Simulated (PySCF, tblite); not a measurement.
# C₆H₁₁FSi: geometry, infrared bands and NMR shifts

What infrared bands and NMR shifts should C₆H₁₁FSi (`C[SiH2][C@]12C[C@H](C1)[C@@H]2F`) show?

Computed with tblite 0.8.0 and PySCF 2.14.0, with density-fitted response routines of our own, on a single molecule in the gas phase. Atoms are numbered from 0 throughout.

### Step 1. The molecule as given

19 atoms, charge 0, multiplicity 1; geometry from: force field or distance geometry start.

Bonds of the start (Å): C0–Si1 1.85, Si1–C2 1.77, C2–C3 1.57, C3–C4 1.57, C4–C5 1.56, C4–C6 1.58, C6–F7 1.35, C5–C2 1.56, C6–C2 1.56, C0–H8 1.09, C0–H9 1.08, C0–H10 1.10, Si1–H11 1.47, Si1–H12 1.50, C3–H13 1.09, C3–H14 1.11, C4–H15 1.08, C5–H16 1.09, C5–H17 1.10, C6–H18 1.09.

### Step 2. Relaxing the molecule with GFN2-xTB

Job settings and geometry (Å):

```
{"job": {"kind": "relax", "xc": "GFN2-xTB", "basis": "xTB"}, "charge": 0, "multiplicity": 1}
C      2.566900    -0.730100    -0.181600
Si     1.457300     0.702400     0.214300
C     -0.238200     0.288600    -0.075900
C     -1.508900     1.188800     0.107400
C     -2.104600    -0.158000    -0.435400
C     -1.107500    -0.848300     0.540200
C     -0.887200    -0.115500    -1.439800
F     -0.492500    -1.293000    -1.969500
H      2.470600    -1.016900    -1.231700
H      3.604600    -0.484200     0.009200
H      2.307000    -1.606000     0.423400
H      1.877700     1.869000    -0.580400
H      1.672900     1.080400     1.652900
H     -1.604900     2.066400    -0.523900
H     -1.788100     1.459000     1.143700
H     -3.136400    -0.400700    -0.633000
H     -0.818500    -1.877400     0.315400
H     -1.340500    -0.783200     1.610700
H     -0.939600     0.668100    -2.197500
```

Started as:

```
$ OMP_NUM_THREADS=1 python probes_run.py task.json out
```

The driver reads the jobs from task.json and runs them one after another.

**Question.** This job is followed by: GFN2-xTB harmonic vibrations, gas phase; GIAO PBE0/pcSseg-1 NMR shielding, non-relativistic, gas phase. What will the session give for the following? strongest single infrared mode (GFN2-xTB); zero-point energy (GFN2-xTB); ¹³C shifts against TMS (PBE0/pcSseg-1); ¹H shifts against TMS (PBE0/pcSseg-1, means over atoms taken as alike); ²⁹Si shifts against TMS (PBE0/pcSseg-1); ¹⁹F shifts against CFCl3 (PBE0/pcSseg-1).

The runs gave:

| quantity | value |
| --- | --- |
| strongest single infrared mode (GFN2-xTB) | 2221 cm⁻¹, 457 km/mol |
| zero-point energy (GFN2-xTB) | 94.6 kcal/mol |
| ¹³C shifts against TMS (PBE0/pcSseg-1) | 103.0, 44.8, 43.1, 41.3, 38.3, -8.3 ppm |
| ¹H shifts against TMS (PBE0/pcSseg-1, means over atoms taken as alike) | 4.72, 4.06, 4.02, 2.89, 2.76, 1.70, 1.57, 0.97, 0.26 ppm |
| ²⁹Si shifts against TMS (PBE0/pcSseg-1) | -51.4 ppm |
| ¹⁹F shifts against CFCl3 (PBE0/pcSseg-1) | -204.1 ppm |

**Reading.** The optimisation took 33 steps and gained 0.345 eV; among the close pairs (by a distance rule), Si1–C2 changed most, from 1.769 to 1.889 Å. No mode is imaginary among the 51: a minimum at this level. The strongest single mode, at 2221 cm⁻¹, moves mainly H11 and H12. GFN2-xTB is a fitted tight-binding method: band positions and strengths are rough. Its intensities can rank the bands wrongly. The most deshielded carbon is C6 (sp3 CH bonded to F), at 103.0 ppm: pulled downfield by the heteroatom. H18 (hydrogen on an sp3 CH bonded to F) lies farthest downfield among hydrogen, at 4.72 ppm; its carbon carries F, hence the downfield position. At PBE0/pcSseg-1: The largest span, 84 ppm, is at F7, where the paramagnetic term is -99 ppm.
